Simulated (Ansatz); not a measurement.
# One shape, several levels: triplet C2H6BFO

Wanted: a comparison of 6 runs (UHF/3-21G, UBHLYP/def2-SVP, UBLYP/def2-SVP, UCAM-B3LYP/def2-SVP, UPBE/def2-SVP, UCCSD(T)/def2-SVP) of triplet C2H6BFO. 

The results are computed with Ansatz 0.2.0.

89 further runs of the same task are left out: 89 set aside as unsound or not needed. Runs told in other sessions of the task aren't counted.

## (1) The system as given

The species is C2H6BFO (11 atoms), meant as a triplet with charge 0. As SMILES of the parent species, `COB(C)F`. The coordinates come from a PBE0-D4/def2-TZVP relaxation. This is one conformer, not always the lowest. That shape belongs to the parent species and isn't relaxed for this state.

Bond lengths: C1–O2 1.408 Å, O2–B3 1.348 Å, B3–C4 1.569 Å, B3–F5 1.335 Å, C1–H6 1.092 Å, C1–H7 1.092 Å, C1–H8 1.093 Å, C4–H9 1.094 Å, C4–H10 1.090 Å, C4–H11 1.094 Å. Some angles: C1–O2–B3 123.8°, O2–B3–C4 126.0°, O2–B3–F5 114.4°, C4–B3–F5 119.6°, O2–C1–H6 109.0°, O2–C1–H7 108.9°, O2–C1–H8 112.4°, B3–C4–H9 111.5°, B3–C4–H10 111.3°, B3–C4–H11 111.4°.

## (2) The energy at UHF/3-21G (run 1)

File job.yaml:

```yaml
crystal:
  periodic: [false, false, false]
  atoms:
    - symbol: C
      position_ang: [-1.364400, 0.711100, 0.538500]
    - symbol: O
      position_ang: [-0.241000, 1.227800, -0.135300]
    - symbol: B
      position_ang: [0.818600, 0.482700, -0.508900]
    - symbol: C
      position_ang: [0.993200, -1.057900, -0.270600]
    - symbol: F
      position_ang: [1.779200, 1.165200, -1.136000]
    - symbol: H
      position_ang: [-1.458500, 1.207100, 1.506900]
    - symbol: H
      position_ang: [-2.259100, 0.924300, -0.050000]
    - symbol: H
      position_ang: [-1.294000, -0.367700, 0.698100]
    - symbol: H
      position_ang: [0.947600, -1.307000, 0.794000]
    - symbol: H
      position_ang: [1.947400, -1.412800, -0.660100]
    - symbol: H
      position_ang: [0.196300, -1.629800, -0.756000]
basis:
  gaussian:
    orbitals: 3-21G.json
accuracy: high
hamiltonian:
  xc: hf
output:
  orbitals: {seedname: orbitals}
magnetization:
  spin_polarized: true
  initial_magnetization: 2
```

The basis set 3-21G is read from a file made from the Basis Set Exchange's data (not shown).

Command:

```bash
ansatz run job.yaml --threads 1 --pin off --max-ram 2610MiB --events-out events.jsonl --progress --plain --runs-dir runs
```

Standard output:

```text
Warning: RAYON_NUM_THREADS=1 ignored (pool sized by the plan → 1); use --threads N
Functional definition: HF
  name "HF"
  exchange = exact_x
  correlation = 0
1354 factors; integrals over basis functions are off by at most 7.3e-9 eV
mean field evaluation 1: about -7520.1191 eV, gradient 2.4e1 eV
mean field evaluation 2: about -7520.1131 eV, gradient 2.4e1 eV
mean field evaluation 4: about -7524.4594 eV, gradient 4.2e0 eV
mean field evaluation 8: about -7524.9525 eV, gradient 2.4e-1 eV
mean field evaluation 16: about -7523.7560 eV, gradient 8.6e0 eV
mean field evaluation 32: about -7524.6687 eV, gradient 7.0e-1 eV
mean field evaluation 64: about -7523.8975 eV, gradient 4.1e-1 eV
mean field evaluation 96: about -7521.5239 eV, gradient 6.9e0 eV
mean field -7524.95348171 eV, -276.5369398562 hartree, gradient 2.6e-8 eV, S^2 2.018726; 3 other end points of the search recorded, 0 dependent functions left out
reference -7524.95348171 eV, -276.5369398562 hartree; 21, 19 occupied and 36, 38 virtual orbitals, 1354 factors
Total energy: -7524.95348171 eV, -276.5369398562 hartree
```

Wall time 2.9 s (1 thread of Arm Neoverse V2, shared host); peak memory 0.16 GiB.

## (3) A single-point energy at UBHLYP/def2-SVP (run 2)

File input.yaml:

```yaml
basis:
  gaussian: {orbitals: def2-SVP}
crystal:
  periodic: [false, false, false]
  atoms:
    - {symbol: C, position_ang: [-1.364400, 0.711100, 0.538500]}
    - {symbol: O, position_ang: [-0.241000, 1.227800, -0.135300]}
    - {symbol: B, position_ang: [0.818600, 0.482700, -0.508900]}
    - {symbol: C, position_ang: [0.993200, -1.057900, -0.270600]}
    - {symbol: F, position_ang: [1.779200, 1.165200, -1.136000]}
    - {symbol: H, position_ang: [-1.458500, 1.207100, 1.506900]}
    - {symbol: H, position_ang: [-2.259100, 0.924300, -0.050000]}
    - {symbol: H, position_ang: [-1.294000, -0.367700, 0.698100]}
    - {symbol: H, position_ang: [0.947600, -1.307000, 0.794000]}
    - {symbol: H, position_ang: [1.947400, -1.412800, -0.660100]}
    - {symbol: H, position_ang: [0.196300, -1.629800, -0.756000]}
magnetization: {spin_polarized: true, initial_magnetization: 2}
hamiltonian: {xc: {name: BHLYP}}
accuracy: high
output: {orbitals: {seedname: orbitals}}
```

Command:

```bash
ansatz run input.yaml --threads 1 --pin off --max-ram 2610MiB --events-out events.jsonl --progress --plain --runs-dir runs
```

Standard output:

```text
Warning: RAYON_NUM_THREADS=1 ignored (pool sized by the plan → 1); use --threads N
Functional definition: BHLYP
  name "BHLYP"
  parameter a = 0.5
  exchange = (1 - a)*b88_x + a*exact_x
  correlation = lyp_c
2430 factors; integrals over basis functions are off by at most 8.1e-9 eV
mean field evaluation 1: about -7592.0857 eV, gradient 3.2e1 eV
mean field evaluation 2: about -7585.6143 eV, gradient 4.4e1 eV
mean field evaluation 4: about -7597.0328 eV, gradient 6.7e0 eV
mean field evaluation 8: about -7597.5415 eV, gradient 9.6e-1 eV
mean field evaluation 16: about -7597.5667 eV, gradient 1.2e-2 eV
mean field evaluation 32: about -7597.5667 eV, gradient 3.4e-4 eV
mean field evaluation 64: about -7597.5233 eV, gradient 2.7e-1 eV
mean field -7597.56671737 eV, -279.2054270478 hartree, gradient 6.3e-8 eV, S^2 2.009834; 4 other end points of the search recorded, 0 dependent functions left out
reference -7597.56674484 eV, -279.2054280571 hartree; 21, 19 occupied and 79, 81 virtual orbitals, 2430 factors
Total energy: -7597.56674484 eV, -279.2054280571 hartree
```

Run time: 50 s. Hardware: 1 thread of Arm Neoverse V2, shared host; peak memory 0.52 GiB.

Runs 3 to 5 aren't shown in full; the table further down has their settings and results.

## (4) A single-point energy at UCCSD(T)/def2-SVP (run 6)

File in.yaml:

```yaml
crystal:
  periodic: [false, false, false]
  atoms:
    - {symbol: C, position_ang: [-1.364400, 0.711100, 0.538500]}
    - {symbol: O, position_ang: [-0.241000, 1.227800, -0.135300]}
    - {symbol: B, position_ang: [0.818600, 0.482700, -0.508900]}
    - {symbol: C, position_ang: [0.993200, -1.057900, -0.270600]}
    - {symbol: F, position_ang: [1.779200, 1.165200, -1.136000]}
    - {symbol: H, position_ang: [-1.458500, 1.207100, 1.506900]}
    - {symbol: H, position_ang: [-2.259100, 0.924300, -0.050000]}
    - {symbol: H, position_ang: [-1.294000, -0.367700, 0.698100]}
    - {symbol: H, position_ang: [0.947600, -1.307000, 0.794000]}
    - {symbol: H, position_ang: [1.947400, -1.412800, -0.660100]}
    - {symbol: H, position_ang: [0.196300, -1.629800, -0.756000]}
basis:
  gaussian: {orbitals: def2-SVP}
magnetization: {spin_polarized: true, initial_magnetization: 2}
accuracy: high
correlation: {method: ccsd_t, frozen_orbitals: {B: 1, C: 1, F: 1, H: 0, O: 1}}
scf: {omitted_lower_state_checks: [cluster_reference, increment]}
```

Command:

```bash
ansatz run in.yaml --threads 1 --pin off --max-ram 2610MiB --events-out events.jsonl --progress --plain --runs-dir runs
```

Standard output:

```text
Warning: RAYON_NUM_THREADS=1 ignored (pool sized by the plan → 1); use --threads N
[... 16 lines left out ...]
5 core orbitals not correlated: weight in the atoms' cores, before any rotation towards them, 1.000 or more for the frozen orbitals, at most 0.000 for the correlated occupied ones
[... 54 lines left out ...]
Total energy: -7581.18638291 eV, -278.6034608594 hartree
Checks for a lower state left out: cluster_reference, increment
```

Run time: 8 min. Hardware: 1 thread of Arm Neoverse V2, shared host; peak memory 1.8 GiB.

## (5) The series

| run | level | frozen core orbitals | energy (Eh) | HOMO energy (eV) | ⟨S²⟩ | wall time |
| --- | --- | --- | --- | --- | --- | --- |
| 1 | UHF/3-21G | – | -276.536940 | -3.61 | 2.019 | 2.9 s |
| 2 | UBHLYP/def2-SVP | – | -279.205428 | -2.04 | 2.010 | 50 s |
| 3 | UBLYP/def2-SVP | – | -279.283176 | 0.00 | 2.002 | 41 s |
| 4 | UCAM-B3LYP/def2-SVP | – | -279.237110 | -2.41 | 2.005 | 61 s |
| 5 | UPBE/def2-SVP | – | -279.042319 | -0.17 | 2.003 | 38 s |
| 6 | UCCSD(T)/def2-SVP | 5 | -278.603461 | – | 2.021 | 8 min |

## (6) What came out

| quantity | value |
| --- | --- |
| run 6: total energy | -278.60346 Eh |
| run 6: correlation energy (5 core orbitals frozen) | -770.9 mEh |
| run 6: (T) correction | -18.05 mEh |
| run 6: ⟨S²⟩ of the reference determinant | 2.021 |
| run 6: T1 diagnostic | 0.023 |

Totals of different functionals can't be ranked against each other. All runs together took 11 min, the longest 8 min.
